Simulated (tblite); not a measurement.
# C5H13GeNSe: the cost of one run

Computed with tblite 0.8.0 and PySCF 2.14.0, with density-fitted response routines of our own, on a single molecule in the gas phase. Atoms are numbered from 0 throughout.

**1. The starting structure**

21 atoms, charge 0, multiplicity 1; geometry from: force field or distance geometry start.

Bonds of the start (Å): C0–Se1 1.96, Se1–C2 1.91, C2–Ge3 1.93, C2–C4 1.35, C4–N5 1.44, N5–C6 1.46, N5–C7 1.45, C0–H8 1.11, C0–H9 1.12, C0–H10 1.11, Ge3–H11 1.54, Ge3–H12 1.57, Ge3–H13 1.54, C4–H14 1.09, C6–H15 1.11, C6–H16 1.12, C6–H17 1.12, C7–H18 1.12, C7–H19 1.11, C7–H20 1.11.

**2. Optimising the geometry with GFN2-xTB**

What the job is given:

```
{"job": {"kind": "relax", "xc": "GFN2-xTB", "basis": "xTB"}, "charge": 0, "multiplicity": 1}
C      3.192700     0.524200     0.850200
Se     2.501200     1.449600    -0.735400
C      0.877500     0.440700    -0.661100
Ge     0.780700    -1.199500    -1.665300
C     -0.180500     0.944300     0.005000
N     -1.443300     0.263200     0.069500
C     -1.576900    -0.947100     0.872700
C     -2.624000     0.944200    -0.429100
H      4.199900     0.911100     1.094200
H      2.503500     0.707800     1.716400
H      3.245600    -0.564700     0.651100
H      2.106800    -1.414400    -2.425900
H      0.573600    -2.405500    -0.687900
H     -0.390900    -1.137300    -2.665900
H     -0.099300     1.936600     0.448700
H     -0.589400    -1.322500     1.224400
H     -2.189400    -0.729900     1.779800
H     -2.075800    -1.747200     0.276900
H     -3.543900     0.342300    -0.225800
H     -2.735700     1.931200     0.064000
H     -2.541200     1.089700    -1.526100
```

The run is started by

```sh
> OMP_NUM_THREADS=1 python probes_run.py task.json out
```

One launch serves the whole session: the jobs run in the order shown.

**Question.** How long does this first job take on 1 thread of Arm Neoverse V2, shared host?

About 1.9 s.
